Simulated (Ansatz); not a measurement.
# Molecular dynamics of HW₈C₈O

The input (input.yaml):

```yaml
accuracy: low
crystal:
  lattice:
    - [5.8016, 0.0, 0.0]
    - [-2.9008, 5.024333, 0.0]
    - [0.0, 0.0, 17.24425]
  atoms:
    - { symbol: W, position: [0.0, 0.0, 0.0579903] }
    - { symbol: C, position: [0.3333333, 0.1666667, 0.1400322] }
    - { symbol: W, position: [0.0, 0.0, 0.222074] }
    - { symbol: C, position: [0.3333333, 0.1666667, 0.3041159] }
    - { symbol: W, position: [0.0, 0.5, 0.0579903] }
    - { symbol: C, position: [0.3333333, 0.6666667, 0.1400322] }
    - { symbol: W, position: [0.0, 0.5, 0.222074] }
    - { symbol: C, position: [0.3333333, 0.6666667, 0.3041159] }
    - { symbol: W, position: [0.5, 0.0, 0.0579903] }
    - { symbol: C, position: [0.8333333, 0.1666667, 0.1400322] }
    - { symbol: W, position: [0.5, 0.0, 0.222074] }
    - { symbol: C, position: [0.8333333, 0.1666667, 0.3041159] }
    - { symbol: W, position: [0.5, 0.5, 0.0579903] }
    - { symbol: C, position: [0.8333333, 0.6666667, 0.1400322] }
    - { symbol: W, position: [0.5, 0.5, 0.222074] }
    - { symbol: C, position: [0.8333333, 0.6666667, 0.3041159] }
    - { symbol: O, position: [0.1165545, 0.4376513, 0.4940548] }
    - { symbol: H, position: [0.0987166, 0.379384, 0.5479858] }
basis:
  ecutwfc: 500.0
kpoints:
  mp_grid: { grid: [2, 2, 1] }
hamiltonian:
  xc: r2scan
scf:
  occupations: { method: fermi_dirac, width: 0.05 }
  lower_state_search: "off"
md:
  timestep: 0.5
  n_steps: 120
  ensemble: nve
  initial_velocities: zero
  seed: 968154
  initial_site_velocities:
    - { site: 16, velocity: [0.0, 0.0, -0.041255] }
    - { site: 17, velocity: [0.0, 0.0, -0.041255] }
  constraints: [{ sites: [0, 4, 8, 12] }]
```

Run as:

```bash
$ ansatz run input.yaml --threads 2 --pin off --max-ram 5120MiB --backend cpu --events-out ev --progress --plain --runs-dir out
```

It starts from an unrelaxed structure (largest force component 5.80 eV/Å).

Output, in part (step lines):

```
md step     0: t =     0.00 fs  T =   828.9 K  F+E_penalty+E_count = -85753.17646240 eV  E_kin = 1.499994 eV  conserved = -85751.67646812 eV  (27 SCF iters)
md step     1: t =     0.50 fs  T =   838.2 K  F+E_penalty+E_count = -85753.19325345 eV  E_kin = 1.516777 eV  conserved = -85751.67647609 eV  (14 SCF iters)
md step     2: t =     1.00 fs  T =   861.1 K  F+E_penalty+E_count = -85753.23475200 eV  E_kin = 1.558257 eV  conserved = -85751.67649542 eV  (13 SCF iters)
md step     3: t =     1.50 fs  T =   897.5 K  F+E_penalty+E_count = -85753.30064676 eV  E_kin = 1.624121 eV  conserved = -85751.67652622 eV  (13 SCF iters)
md step     4: t =     2.00 fs  T =   947.1 K  F+E_penalty+E_count = -85753.39046191 eV  E_kin = 1.713896 eV  conserved = -85751.67656582 eV  (13 SCF iters)
md step     5: t =     2.50 fs  T =  1009.6 K  F+E_penalty+E_count = -85753.50358644 eV  E_kin = 1.826969 eV  conserved = -85751.67661793 eV  (8 SCF iters)
md step     6: t =     3.00 fs  T =  1084.5 K  F+E_penalty+E_count = -85753.63925288 eV  E_kin = 1.962569 eV  conserved = -85751.67668356 eV  (8 SCF iters)
md step     7: t =     3.50 fs  T =  1171.4 K  F+E_penalty+E_count = -85753.79649720 eV  E_kin = 2.119729 eV  conserved = -85751.67676796 eV  (7 SCF iters)
[... lines left out ...]
md step   120: t =    60.00 fs  T =  3359.2 K  F+E_penalty+E_count = -85757.77478668 eV  E_kin = 6.078916 eV  conserved = -85751.69587032 eV  (8 SCF iters)
```

The steps, from the saved trajectory:

```csv
time (fs),T (K),potential energy less start (eV),conserved less start (meV/atom)
0.0,829,0.000,0.00
2.0,947,-0.214,-0.01
4.0,1269,-0.798,-0.02
6.0,1752,-1.672,-0.06
8.0,2303,-2.670,-0.11
10.0,2800,-3.570,-0.17
12.0,3104,-4.121,-0.22
14.0,3109,-4.130,-0.23
16.0,2792,-3.556,-0.20
18.0,2243,-2.562,-0.13
20.0,1647,-1.481,-0.05
22.0,1200,-0.672,0.02
24.0,1050,-0.400,0.03
26.0,1239,-0.742,0.01
28.0,1712,-1.599,-0.05
30.0,2322,-2.705,-0.12
32.0,2890,-3.733,-0.18
34.0,3270,-4.421,-0.20
36.0,3405,-4.665,-0.18
38.0,3329,-4.527,-0.14
40.0,3131,-4.168,-0.09
42.0,2916,-3.778,-0.06
44.0,2755,-3.487,-0.06
46.0,2666,-3.326,-0.10
48.0,2578,-3.169,-0.14
50.0,2431,-2.902,-0.11
52.0,2318,-2.695,0.01
54.0,2533,-3.080,0.23
56.0,3236,-4.394,-2.13
58.0,2067,-2.192,2.72
60.0,3359,-4.598,-1.08
```

The run went to its last step. The conserved energy stayed within 3.5 meV per atom of its start (net change -1.1 meV per atom), so there is no drift, though single steps change it by up to 86 meV in the whole system, a sign of fast motions only just resolved. A run of 0.06 ps of so small a system gives no equilibrium averages. Limits of this set-up: coarse k mesh, thin slab, slab without dipole correction, odd electron count without spin, low accuracy level.

Mean squared displacements from the first frame to the last: W 0.00 Å², C 0.03 Å², O 7.72 Å², H 17.55 Å².

Last frame:

```xyz
18
Lattice="5.8016 0.0000 0.0000 -2.9008 5.0243 0.0000 0.0000 0.0000 17.2443" Properties=species:S:1:pos:R:3
W 0.000 0.000 1.000
C 1.496 0.825 2.503
W 0.008 0.001 3.866
C 1.495 0.807 5.060
W -1.450 2.512 1.000
C -0.002 3.355 2.477
W -1.458 2.517 3.855
C -0.023 3.152 5.366
W 2.901 0.000 1.000
C 4.349 0.839 2.464
W 2.885 0.017 3.870
C 4.519 0.915 5.225
W 1.450 2.512 1.000
C 2.907 3.344 2.435
W 1.461 2.504 3.863
C 2.912 3.293 4.985
O -0.783 2.263 5.749
H 0.516 1.342 5.431
```

Run time: 36 min on 2 threads of Arm Neoverse V1, on a shared host, peak memory 1.7 GiB.
